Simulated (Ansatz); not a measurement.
# TiC3: the cost of one run

Method: DFT PBE, scalar-relativistic, plane waves, PAW, in Ansatz 0.2.0.

### 1 The starting structure

It takes space group P6_3/mmc (No. 194, hexagonal). Conventional cell: a = 4.772 Å, b = 4.772 Å, c = 3.830 Å, α = 90.00°, β = 90.00°, γ = 120.00°. Ti (site symmetry -6m2) is surrounded by 12 C at 2.36 to 2.39 Å. C (site symmetry mm2) is surrounded by 4 Ti at 2.36 to 2.39 Å and 8 C at 2.36 to 2.39 Å.

Structure file:

```cif
data_structure
_symmetry_space_group_name_H-M 'P6_3/mmc'
_symmetry_Int_Tables_number 194
_cell_length_a 4.7722
_cell_length_b 4.7722
_cell_length_c 3.8304
_cell_angle_alpha 90.000
_cell_angle_beta 90.000
_cell_angle_gamma 120.000
_cell_volume 75.55
loop_
_atom_site_label
_atom_site_type_symbol
_atom_site_symmetry_multiplicity
_atom_site_Wyckoff_symbol
_atom_site_fract_x
_atom_site_fract_y
_atom_site_fract_z
_atom_site_occupancy
Ti1 Ti 2 c 0.33333 0.66667 0.25000 1
C1 C 6 h 0.83300 0.66600 0.25000 1
```

This is candidate A: Ni3Sn (D0_19) type (P6_3/mmc, No. 194).

(A quick probe on a coarse mesh, which set the mesh and smearing, is not shown.)

### 3 Rough relaxation on the coarse mesh (candidate A)

input.yaml reads:

```yaml
crystal:
  lattice:
    - [4.7721972099, 0.0, 0.0]
    - [-2.3860986049, 4.1328440156, 0.0]
    - [0.0, 0.0, 3.8304245743]
  atoms:
    - { symbol: Ti, position: [0.3333333333, 0.6666666667, 0.25] }
    - { symbol: Ti, position: [0.6666666667, 0.3333333333, 0.75] }
    - { symbol: C, position: [0.833, 0.666, 0.25] }
    - { symbol: C, position: [0.167, 0.833, 0.75] }
    - { symbol: C, position: [0.334, 0.167, 0.25] }
    - { symbol: C, position: [0.167, 0.334, 0.75] }
    - { symbol: C, position: [0.833, 0.167, 0.25] }
    - { symbol: C, position: [0.666, 0.833, 0.75] }
basis:
  ecutwfc: 420
kpoints:
  mp_grid: { grid: [6, 6, 4] }
hamiltonian:
  xc: pbe
scf:
  occupations: { method: gaussian, width: 0.1 }
  lower_state_search: "off"
output:
  forces: true
  stress: true
  eigenvalues: true
relax:
  adjacent_minimum: "off"
  f_tol: 0.04
  max_steps: 70
  cell: { stress_tol: 0.4 }
```

Started as:

```console
ansatz run input.yaml --threads 1 --pin off --max-ram 2560MiB --backend cpu --events-out ev --progress --plain --runs-dir out
```

Q: Estimate wall time and peak memory on 1 thread of Intel Xeon 6975P-C (Granite Rapids), shared host.

About 39 s, with a peak of 0.4 GiB.
